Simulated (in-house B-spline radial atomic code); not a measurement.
**Br¹⁰⁺: ionisation energy by several methods**

One table from this session's results is given with a row withheld; the runs are named, their logs left out.

The numbers are computed with in-house B-spline radial atomic code version 1 (Dirac-Coulomb, several functionals; spherical all-electron atom at the radial basis limit), except any that are marked as measured or tabulated.

### The system

- element: bromine (Z = 35)
- charge: +10
- electrons: 25
- configuration: [Ar] 3d7
- nucleus: Fermi, rms radius 4.163 fm

Outer shells as boxes (Hund's rule):

[Ar] 3d7
```
[Ar] core
3d [↑↓][↑↓][↑ ][↑ ][↑ ]
```

The boxes only draw the filling; these runs are spin-restricted and spherical.

Set-up of the first run:

Settings, as recorded:

```ini
Z = 35
electrons = 25.0
configuration = [Ar] 3d7
hamiltonian = dirac
method = am05
spin_polarised = False
nucleus = fermi
rms_radius = 4.1629
mass_number = 79
atomic_mass = 78.918337574
speed_of_light = 137.035999084
```

Among the steps run: AM05, a GGA; BP86, a GGA; PW91, a GGA; PBEsol, a GGA; relativistic LDA; OLYP, a GGA.

One of the session's tables, all rows but one given; the rest of the session is left out.

```
          method  ΔSCF (eV)
relativistic LDA     305.65
            AM05     305.37
            BP86     305.48
            PW91     305.59
          PBEsol          ?
            OLYP     306.55
```

Q: Estimate the row for PBEsol from the others.

As computed: ΔSCF (eV): 305.30. In the column «ΔSCF (eV)» it is the lowest.
